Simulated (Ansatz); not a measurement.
**Cu: the crystal squeezed far**

One table from this session's results is given with a row withheld; the runs are named, their logs left out.

Computed with Ansatz 0.2.0 (DFT, LDA, PAW with Ansatz's default frozen-core files, scalar-relativistic, unless a step's input says otherwise).

1 further run of the same task is left out (it didn't finish). Runs told in other sessions of the task aren't counted.

## The starting structure

It takes space group Im-3m (No. 229, cubic). The conventional cell has a = 2.792 Å, b = 2.792 Å, c = 2.792 Å, α = 90.00°, β = 90.00°, γ = 90.00°. Cu (site symmetry m-3m) has 8 Cu at 2.42 Å in its first shell of neighbours.

Coordinates:

```xyz
1
Lattice="-1.3960 1.3960 1.3960 1.3960 -1.3960 1.3960 1.3960 1.3960 -1.3960" Properties=species:S:1:pos:R:3 pbc="T T T"
Cu    0.0000    0.0000    0.0000
```

Whether this phase is the stable one at these pressures isn't tested.

Set-up of the first run:

Contents of input.yaml:

```yaml
crystal:
  lattice:
    - [-1.3959919376, 1.3959919376, 1.3959919376]
    - [1.3959919376, -1.3959919376, 1.3959919376]
    - [1.3959919376, 1.3959919376, -1.3959919376]
  atoms:
    - { symbol: Cu, position: [0.0, 0.0, 0.0] }
kpoints:
  mp_grid: { grid: [19, 19, 19] }
scf:
  occupations: { method: fermi_dirac, width: 0.08 }
hamiltonian:
  xc: lda
  pseudopotentials: { kind: paw }
output:
  forces: true
  stress: true
  write_density: true
  write_potential: true
  elf: true
  volumetric_format: npy
relax:
  f_tol: 0.005
  max_steps: 40
  cell: {}
```

Started as:

```console
ansatz run input.yaml --threads 1 --pin off --max-ram 2048MiB --backend cpu --events-out ev --progress --plain --runs-dir out
```

Among the steps run: Cell relaxed at zero pressure, PAW; Volume scaled by 1, PAW; Volume scaled by 0.95, PAW; Volume scaled by 0.85, PAW; Volume scaled by 0.75, PAW; Volume scaled by 0.65, PAW; Volume scaled by 0.55, PAW; Volume scaled by 0.55, PAW (cutoff 800 eV); Volume scaled by 0.45, PAW; Volume scaled by 0.4, PAW; Volume scaled by 0.4, PAW (cutoff 250 eV).

One table of the session follows, with a row left open; its other results are not shown here.

```
             method  volume over the first  volume (Å³/atom)  pressure (GPa)
                PAW                      1                 ?               ?
                PAW                   0.95            10.386           10.88
                PAW                   0.85             9.292           45.36
                PAW                   0.75             8.199          109.15
                PAW                   0.65             7.106          231.36
                PAW                   0.55             6.013          479.51
                PAW                   0.45             4.919         1023.32
                PAW                    0.4             4.373         1527.39
PAW (cutoff 250 eV)                    0.4             4.373         1472.69
PAW (cutoff 800 eV)                   0.55             6.013          479.30
```

Q: Estimate the row for PAW, 1 from the others.

The run gave: volume (Å³/atom): 10.932; pressure (GPa): 0.01. In the column «volume (Å³/atom)» it is the highest.

To keep in mind: At pressures up to 1527 GPa the PAW spheres may overlap and frozen cores may not hold, so those PAW values are rough without an all-electron check. Warnings in the runs' records: cutoff below recommended.
